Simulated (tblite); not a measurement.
# C4H14SSi2: the cost of one run

Programs: tblite 0.8.0 and PySCF 2.14.0, with density-fitted response routines of our own. Each step states its level of theory. These are calculated values for one molecule in the gas phase, unless marked as measured. Atoms count from 0, in the outputs and in this text.

## Step 1: Starting geometry

21 atoms, charge 0, multiplicity 1; geometry from: force field or distance geometry start.

Bonds of the start (Å): Si0–C1 1.85, C1–C2 1.51, C2–C3 1.51, C3–C4 1.51, C4–S5 1.77, S5–Si6 2.12, Si0–H7 1.48, Si0–H8 1.50, Si0–H9 1.45, C1–H10 1.13, C1–H11 1.12, C2–H12 1.14, C2–H13 1.12, C3–H14 1.11, C3–H15 1.09, C4–H16 1.11, C4–H17 1.12, Si6–H18 1.45, Si6–H19 1.50, Si6–H20 1.49.

## Step 2: Relaxing the molecule with GFN2-xTB

Job settings and geometry (Å):

```
{"job": {"kind": "relax", "xc": "GFN2-xTB", "basis": "xTB"}, "charge": 0, "multiplicity": 1}
Si    -2.994900    -0.217400    -0.557700
C     -1.751900    -0.447700     0.795000
C     -0.667600     0.608600     0.773400
C      0.119000     0.664200    -0.508500
C      0.814700    -0.661100    -0.702000
S      1.943600    -1.131700     0.583300
Si     3.659300     0.089400     0.803300
H     -3.174300    -1.455200    -1.354700
H     -4.345800     0.057400     0.025700
H     -2.622900     0.896600    -1.413400
H     -2.331600    -0.416400     1.763900
H     -1.333200    -1.480200     0.714400
H     -1.207100     1.601500     0.927300
H      0.053100     0.441200     1.616400
H      0.801400     1.535600    -0.557300
H     -0.596700     0.793300    -1.325000
H      0.007000    -1.417500    -0.828200
H      1.386500    -0.611400    -1.667100
H      4.086500     0.812200    -0.375400
H      4.742200    -0.769000     1.377900
H      3.403700     1.124500     1.849300
```

On the command line:

```sh
$ OMP_NUM_THREADS=1 python probes_run.py task.json out
```

One launch serves the whole session: the jobs run in the order shown.

Q: Estimate the wall time and peak memory of this first job on 1 thread of Arm Neoverse N1, shared host.

About 1.9 s, with a peak of 0.18 GiB.
